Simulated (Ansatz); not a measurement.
# Co2Si: the cost of one run

Method: DFT, PBE, plane-wave PAW, default files, scalar-relativistic, in Ansatz 0.2.0.

1 further run of the same task is left out (it didn't finish).

**1. Starting point**

It takes space group Pnma (No. 62, orthorhombic). Conventional cell: a = 4.918 Å, b = 3.738 Å, c = 7.109 Å, α = 90.00°, β = 90.00°, γ = 90.00°. Co (site symmetry m) is surrounded by 5 Si at 2.34 to 2.57 Å and 8 Co at 2.50 to 2.68 Å. Co (site symmetry m) has 5 Si at 2.32 to 2.62 Å and 8 Co at 2.54 to 2.68 Å as nearest neighbours. Si (site symmetry m) has 10 Co at 2.32 to 2.62 Å as nearest neighbours.

As a file:

```
Co Si
1.0
     4.91800    0.00000    0.00000
     0.00000    3.73800    0.00000
     0.00000    0.00000    7.10900
Co Si
8 4
Direct
  0.96200 0.75000 0.21800
  0.03800 0.25000 0.78200
  0.53800 0.25000 0.71800
  0.46200 0.75000 0.28200
  0.82600 0.75000 0.56200
  0.17400 0.25000 0.43800
  0.67400 0.25000 0.06200
  0.32600 0.75000 0.93800
  0.29800 0.75000 0.61100
  0.70200 0.25000 0.38900
  0.20200 0.25000 0.11100
  0.79800 0.75000 0.88900
```

**2. Gradients at the starting positions**

input.yaml reads:

```yaml
crystal:
  lattice:
    - [4.918, 0.0, 0.0]
    - [0.0, 3.738, 0.0]
    - [0.0, 0.0, 7.109]
  atoms:
    - { symbol: Co, position: [0.962, 0.75, 0.218], spin: 3.0 }
    - { symbol: Co, position: [0.038, 0.25, 0.782], spin: 3.0 }
    - { symbol: Co, position: [0.538, 0.25, 0.718], spin: 3.0 }
    - { symbol: Co, position: [0.462, 0.75, 0.282], spin: 3.0 }
    - { symbol: Co, position: [0.826, 0.75, 0.562], spin: 3.0 }
    - { symbol: Co, position: [0.174, 0.25, 0.438], spin: 3.0 }
    - { symbol: Co, position: [0.674, 0.25, 0.062], spin: 3.0 }
    - { symbol: Co, position: [0.326, 0.75, 0.938], spin: 3.0 }
    - { symbol: Si, position: [0.298, 0.75, 0.611] }
    - { symbol: Si, position: [0.702, 0.25, 0.389] }
    - { symbol: Si, position: [0.202, 0.25, 0.111] }
    - { symbol: Si, position: [0.798, 0.75, 0.889] }
magnetization:
  spin_polarized: true
kpoints:
  mp_grid: { grid: [9, 12, 6] }
scf:
  occupations: { method: fermi_dirac, width: 0.02 }
hamiltonian:
  xc: pbe
  pseudopotentials: { kind: paw }
output:
  forces: true
  stress: true
  populations: true
  efg: { quadrupole_moments_barn: { Co: 0.42 }, contact_densities: true }
  write_density: true
  write_potential: true
  elf: true
  volumetric_format: npy
```

Command:

```sh
$ ansatz run input.yaml --threads 4 --pin off --max-ram 8192MiB --backend cpu --events-out ev --progress --plain --runs-dir out
```

Q: Estimate wall time and peak memory on 4 threads of Intel Xeon Platinum 8488C (Sapphire Rapids), shared host.

About 1.7 min, with a peak of 2.8 GiB.
